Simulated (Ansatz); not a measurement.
# FW: the cost of one run

Computed with Ansatz 0.2.0, Gaussian basis. Level: def2-QZVPP, core rule «outside noble gas», up to 5 orbitals frozen.

To be run: UHF; ROHF; CCSD(T) on UHF.

### Step 1. The geometry

The geometry is a PBE0/def2-TZVP stationary point (not a proven minimum) of the parent state, kept for this charge and spin. No spin-orbit coupling is included. Elements past krypton take def2 core potentials.

2 atoms, charge 0, spin multiplicity 2.

Atoms are counted from 1 here; the program's logs count them from 0.

Bond lengths: W1–F2 1.838 Å.

Geometry (Å):

```
W     0.0000    0.0000    0.0000
F     0.0000    0.0000    1.8382
```

### Step 2. UHF

in.yaml reads:

```yaml
crystal:
  periodic: [false, false, false]
  atoms:
    - {symbol: W, position_ang: [0.000000, 0.000000, 0.000000]}
    - {symbol: F, position_ang: [0.000000, 0.000000, 1.838237]}
basis:
  gaussian: {orbitals: "def2-QZVPP.json"}
magnetization: {spin_polarized: true, initial_magnetization: 1}
hamiltonian: {xc: hf}
output: {orbitals: {seedname: orbitals}}
```

On the command line:

```bash
$ ansatz run in.yaml --threads 1 --pin off --events-out ev --progress --plain --max-ram 4096MiB --backend cpu
```

Q: Estimate wall time and peak memory on 1 thread of AMD EPYC 7R13, shared host.

About 33 s, with a peak of 0.31 GiB.
